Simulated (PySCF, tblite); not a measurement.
# C₅H₁₅B₂N: geometry, infrared bands and NMR shifts

Wanted: the infrared bands and NMR shifts of C₅H₁₅B₂N (`B[C@@H]1CC[BH2-][N+]1(C)C`), by calculation.

Computed with tblite 0.8.0 and PySCF 2.14.0, with density-fitted response routines of our own, on a single molecule in the gas phase. Atoms are numbered from 0 throughout.

### Step 1. Starting geometry

23 atoms, charge 0, multiplicity 1; geometry from: force field or distance geometry start.

Bonds of the start (Å): B0–C1 1.54, C1–C2 1.53, C2–C3 1.51, C3–B4 1.60, B4–N5 1.54, N5–C6 1.43, N5–C7 1.46, N5–C1 1.43, B0–H8 1.18, B0–H9 1.19, C1–H10 1.13, C2–H11 1.11, C2–H12 1.09, C3–H13 1.10, C3–H14 1.12, B4–H15 1.19, B4–H16 1.17, C6–H17 1.08, C6–H18 1.12, C6–H19 1.11, C7–H20 1.11, C7–H21 1.10, C7–H22 1.12.

### Step 2. Geometry optimisation with GFN2-xTB

The job: settings as JSON, then the geometry in Å.

```
{"job": {"kind": "relax", "xc": "GFN2-xTB", "basis": "xTB"}, "charge": 0, "multiplicity": 1}
B      0.495300     2.221400    -0.080000
C      0.617800     0.709700     0.204000
C      1.631800    -0.026600    -0.669600
C      1.424100    -1.412200    -0.097500
B     -0.170200    -1.516000    -0.238000
N     -0.574300    -0.072700     0.114600
C     -1.521800     0.371200    -0.862000
C     -1.133100    -0.151300     1.462400
H      0.101900     2.717500    -1.072200
H      0.933200     2.981600     0.727600
H      1.020700     0.583100     1.251700
H      1.293900    -0.031900    -1.731900
H      2.644300     0.346900    -0.544800
H      1.966400    -2.196300    -0.642900
H      1.678600    -1.360100     0.995100
H     -0.470100    -1.706900    -1.372200
H     -0.653900    -2.303100     0.487600
H     -1.496400     1.431300    -1.090500
H     -2.537600     0.169100    -0.425500
H     -1.466100    -0.248800    -1.780900
H     -2.225800     0.046900     1.404700
H     -0.635100     0.626800     2.054600
H     -0.928000    -1.152400     1.915600
```

Launch:

```bash
$ OMP_NUM_THREADS=1 python probes_run.py task.json out
```

The driver reads the jobs from task.json and runs them one after another.

**Question.** This job is followed by: GFN2-xTB harmonic vibrations, gas phase; GIAO PBE0/pcSseg-1 NMR shielding, non-relativistic, gas phase. What will the session give for the following? strongest single infrared mode (GFN2-xTB); zero-point energy (GFN2-xTB); 13C shifts against TMS (PBE0/pcSseg-1); 1H shifts against TMS (PBE0/pcSseg-1, means over atoms taken as alike); 11B shifts against BF3·OEt2 (PBE0/pcSseg-1); 15N shifts against NH3 (PBE0/pcSseg-1).

The runs gave:

| quantity | value |
| --- | --- |
| strongest single infrared mode (GFN2-xTB) | 2416 cm⁻¹, 253 km/mol |
| zero-point energy (GFN2-xTB) | 124.9 kcal/mol |
| 13C shifts against TMS (PBE0/pcSseg-1) | 81.3, 50.9, 44.4, 28.2, 10.3 ppm |
| 1H shifts against TMS (PBE0/pcSseg-1, means over atoms taken as alike) | 7.89, 3.53, 2.70, 2.48, 2.47, 2.41, 2.35, 1.82, 1.23, 0.95 ppm |
| 11B shifts against BF3·OEt2 (PBE0/pcSseg-1) | 85.0, -7.2 ppm |
| 15N shifts against NH3 (PBE0/pcSseg-1) | 65.7 ppm |

Over 194 steps the energy fell by 1.489 eV; of the close pairs, B4–N5 changed most, 1.540 to 1.646 Å. No mode is imaginary among the 63: a minimum at this level. The strongest single mode, at 2416 cm⁻¹, moves mainly H16. Unscaled tight-binding wavenumbers are off by several per cent, some by more. Its intensities can rank the bands wrongly. At PBE0/pcSseg-1: Shielding is most anisotropic at B0 (span 200 ppm, paramagnetic term -179 ppm).
